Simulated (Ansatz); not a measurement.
**H3LiSeSi: single points off equilibrium**

An exercise on one series of results from a longer session: the logs are not shown, and one member is left open.

Computed with Ansatz 0.2.0, Gaussian basis. Level: single points in def2-TZVPP.

Correlated methods freeze the cores. Filled d shells of the heavier atoms are correlated. The outer core shell of Li, Na, Mg and K is correlated.

1 further run of the same task is left out (it didn't finish).

## The system as given

SMILES `[Li][Se][SiH3]`, 6 atoms, charge 0, spin multiplicity 1.

Atoms are counted from 1 here; the program's logs count them from 0.

Bond lengths: Li1–Se2 2.181 Å, Se2–Si3 2.176 Å, Si3–H4 1.415 Å, Si3–H5 1.456 Å, Si3–H6 1.492 Å. Angles: Li1–Se2–Si3 129.7°, Se2–Si3–H4 111.3°, Se2–Si3–H5 125.7°, Se2–Si3–H6 113.4°, H4–Si3–H5 103.5°, H4–Si3–H6 99.5°, H5–Si3–H6 99.8°.

As a file:

```xyz
6
charge 0, multiplicity 1
Li   -0.2314   -2.7399    1.5753
Se   -0.9446   -1.1078    0.3158
Si    0.0997    0.6686   -0.3820
H     1.3505    0.3379   -0.9542
H    -0.4377    1.6668   -1.2963
H     0.5618    1.5582    0.7236
```

Set-up of the first run:

run/in.yaml

```yaml
crystal:
  periodic: [false, false, false]
  atoms:
    - {symbol: Li, position_ang: [-0.231362, -2.739895, 1.575336]}
    - {symbol: Se, position_ang: [-0.944626, -1.107829, 0.315759]}
    - {symbol: Si, position_ang: [0.099725, 0.668646, -0.382037]}
    - {symbol: H, position_ang: [1.350478, 0.337914, -0.954188]}
    - {symbol: H, position_ang: [-0.437713, 1.666834, -1.296276]}
    - {symbol: H, position_ang: [0.561782, 1.558183, 0.723550]}
basis:
  gaussian: {orbitals: def2-TZVPP}
hamiltonian: {xc: pbe, dispersion: d4}
output: {forces: true}
```

On the command line:

```bash
> ansatz run in.yaml --threads 2 --pin off --events-out ev --progress --plain --max-ram 3481MiB
```

Steps of the session up to this table: PBE-D4/def2-TZVPP; r2SCAN-D4/def2-TZVPP; PBE0-D4/def2-TZVPP; wB97M-V/def2-TZVPP; CCSD(T)/def2-TZVPP.

One of the session's tables, all rows but one given; the rest of the session is left out.

```
   method  RMS force component (eV/Å)  angle to CCSD(T) forces (°)  dipole (D)
   PBE-D4                       0.695                         11.2        7.39
r2SCAN-D4                           ?                            ?           ?
  PBE0-D4                       0.665                          6.0        7.52
  wB97M-V                       0.653                          3.0        7.57
  CCSD(T)                       0.679                    reference        7.72
```

Estimate the missing values for r2SCAN-D4.

**Answer.** RMS force component (eV/Å): 0.660; angle to CCSD(T) forces (°): 4.8; dipole (D): 7.64. In the column «RMS force component (eV/Å)» it lies between wB97M-V (0.653) and PBE0-D4 (0.665).
